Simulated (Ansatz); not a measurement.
**Two structures of K: comparison of enthalpies under pressure**

One table from this session's results is given with a row withheld; the runs are named, their logs left out.

Program: Ansatz 0.2.0 through its Python package. Level of theory: DFT PBEsol+D3(BJ) with three-body term, plane waves, PAW. These are calculated values, not measurements.

## The system

K Fd-3m: It takes space group Fd-3m (No. 227, cubic). The conventional cell has a = 9.050 Å, b = 9.050 Å, c = 9.050 Å, α = 90.00°, β = 90.00°, γ = 90.00°. K (site symmetry -43m) is surrounded by 4 K at 3.92 Å.

K Fm-3m: Symmetry: Fm-3m, No. 225, cubic system. Conventional cell: a = 6.580 Å, b = 6.580 Å, c = 6.580 Å, α = 90.00°, β = 90.00°, γ = 90.00°.

The script holds or builds the structure itself.

Set-up of the first run:

k_transition.py

```python
# -*- coding: utf-8 -*-
"""Pressure at which two phases of K cross."""

import warnings

import ansatz as az
import numpy as np


def diamond(a_site, a):
    return (
        az.Lattice.fcc(a)
        .space_group(227, origin_choice=1)
        .atom(a_site, [0, 0, 0])
        .primitive()
    )


def fcc(A, a):
    return (
        az.Lattice.fcc(a)
        .space_group(225)
        .atom(A, [0, 0, 0])
        .primitive()
    )


def ground_state(name, crystal, pressure=0.0):
    calc = (
        crystal.calculation()
        .functional(az.Functional.PBESOL, dispersion="d3bjatm")
        .basis(630, density_ratio=6)
        .accuracy("medium")
        .scf(max_iterations=60)
        .kpoints(spacing=0.3)
        .occupations("cold", width=0.05)  # fractional filling near the Fermi level
    )
    calc = calc.relax(force_tolerance=0.01, cell=True, pressure=pressure)
    return calc.run(threads=1)


def volume_per_atom(outcome):
    return abs(np.linalg.det(outcome.lattice.cell_ang)) / len(outcome.lattice.sites)

warnings.simplefilter("ignore")

phases = {}
phases["diamond"] = diamond("K", 9.05)
phases["fcc"] = fcc("K", 6.58)

# H = E + PV, with 1 eV per cubic angstrom equal to 160.2 GPa
pressures = [0, 10, 20, 30]
enthalpy, volume = {name: [] for name in phases}, {name: [] for name in phases}
for p in pressures:
    for name, crystal in phases.items():
        o = ground_state(name, crystal, pressure=p)
        volume[name].append(volume_per_atom(o))
        enthalpy[name].append(o.report["energy_sigma0_ev"] / len(o.lattice.sites) + p * volume[name][-1] / 160.21766)
gap = np.array(enthalpy["fcc"]) - np.array(enthalpy["diamond"])
rows = [(p, va, vb, 1000 * d) for p, va, vb, d in zip(pressures, volume["diamond"], volume["fcc"], gap)]
print("   P (GPa)  V diamond (A^3/atom)  V fcc (A^3/atom)  H(fcc) - H(diamond) (meV/atom)")
for row in rows:
    print(f"{row[0]:10d}  {row[1]:20.3f}  {row[2]:16.3f}  {row[3]:+30.1f}")
crossings = [p0 - g0 * (p1 - p0) / (g1 - g0) for p0, p1, g0, g1 in zip(pressures, pressures[1:], gap, gap[1:]) if g0 * g1 < 0]
print("crossing near", [round(float(p), 1) for p in crossings], "GPa") if crossings else print("no crossing in this range")
```

The run is started by

```sh
> python k_transition.py
```

Among the steps run: Launch.

One of the session's tables, all rows but one given; the rest of the session is left out.

It belongs to the step «What each run gave». Enthalpy H = E + pV of the second structure less the first:

| pressure (GPa) | ΔH (meV/atom) |
| --- | --- |
| 0 | -351.9 |
| 10 | -408.4 |
| 20 | ? |
| 30 | -534.4 |

Estimate the missing values for pressure (GPa) = 20.

Worked estimate for «ΔH (meV/atom)». A straight line through the neighbours (10, -408.4) and (30, -534.4) gives -408.4 + (-534.4 + 408.4) × (20 − 10) / (30 − 10) = -471.4; a parabola fitted to 3 rows on both sides gives -469.2.

**Answer.** ΔH (meV/atom): -417.2. In «ΔH (meV/atom)» the line misses by -54.2 and the parabola by -52.0. Between these rows the values bend or scatter more than so simple an estimate can follow.

Limits of these values: Notes:
- At a fixed pressure a relaxation lowers the enthalpy F + PV, while F alone can rise.
- For the metals among these cells the mesh is coarse, so their volumes and pressures are rough.
- Only these two structures are compared, at zero temperature and with their symmetry kept; either may be hypothetical, and another phase may be lower than both. Warnings in the runs' records: smearing energy in gap.
